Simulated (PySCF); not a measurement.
# KO: bond curves at several levels of theory

What are the lowest state that PBE0 finds, the bond length, vibrational wavenumber and bond energy of KO, and how much do these hang on the method?

Program: PySCF 2.14.0. Level of theory: K 6-31G(d,p), O 6-31G(d,p), no relativity. These are calculated values, not measurements.

### Step 1. Input

The job is set up so:

```
atoms                         : K, O
charge                        : 0
basis                         : K 6-31G(d,p), O 6-31G(d,p)
Hamiltonian                   : no relativity
basis functions               : 46
electrons treated             : 27
masses in u                   : 38.9637, 15.9949
levels                        : PBE0, PBE, r²SCAN, r²SCAN0, M06, B2PLYP, HF, MP2, SCS-MP2, CCSD, CCSD(T)
grid                          : 80 radial by 434 angular points
occupations                   : held fixed by the projection of orbital angular momentum
dissociation limit            : K + O, each in its ground configuration
starting distance in angstrom : 2.545
values of 2S to try           : 1, 3
```

On the command line:

```bash
$ OMP_NUM_THREADS=1 python dia.py task.json out
```

Further steps of the session: PBE0 along the bond; Higher solutions at PBE0; PBE; r²SCAN (meta-GGA); r²SCAN0 (hybrid meta-GGA); M06 (hybrid meta-GGA); B2PLYP; UHF (mean field); Adding correlation.

Q: Predict the outcome of this session. Wanted: for each run, Re; ωe; De; μ.

The runs gave:

Lowest PBE0 solution found, without spin–orbit coupling: ²Σ⁺ (doublet), unpaired electrons σ ↑. State 2 has its PBE0 minimum 0.08 eV higher. The other levels ran on the lowest alone.

```csv
level,Re (Å),ωe (cm⁻¹),De (eV),μ (D)
UHF,2.198,457,0.86,-8.61
UHF-MP2,2.175,460,2.37,n/a
UHF-SCS-MP2,2.181,459,2.31,n/a
UHF-CCSD,2.179,460,2.22,n/a
UHF-CCSD(T),2.178,458,2.27,n/a
PBE,2.120,456,3.06,-7.24
r²SCAN,2.129,465,2.96,-7.59
PBE0,2.124,468,2.70,-7.61
r²SCAN0,2.131,473,2.66,-7.81
M06,2.135,473,3.20,-7.70
B2PLYP,2.151,463,2.63,-7.99
```

De is counted to K + O in their ground configurations. A positive dipole means K(−)O(+).

Differences from CCSD(T) in the same basis:

```csv
level,Re (mÅ),ωe (%)
UHF,+20,-0.2
UHF-MP2,-3,+0.4
UHF-SCS-MP2,+3,+0.2
UHF-CCSD,+1,+0.4
PBE,-58,-0.4
r²SCAN,-49,+1.5
PBE0,-54,+2.2
r²SCAN0,-47,+3.3
M06,-42,+3.2
B2PLYP,-26,+1.0
```

Judged by CCSD(T) in the same basis: best bond length UHF-CCSD (+1 mÅ), worst PBE (-58 mÅ); best wavenumber UHF and UHF-SCS-MP2 (0.2 % off), worst r²SCAN0 (+3.3 %). CCSD(T) in a basis this small is itself some way from its limit, more so than the functionals. Of the levels with a De here, UHF gives the least (0.86 eV) and M06 the most (3.20 eV).

Correlated steps freeze 6 core orbitals. B2PLYP dipoles, levels and charges come from its SCF part alone.
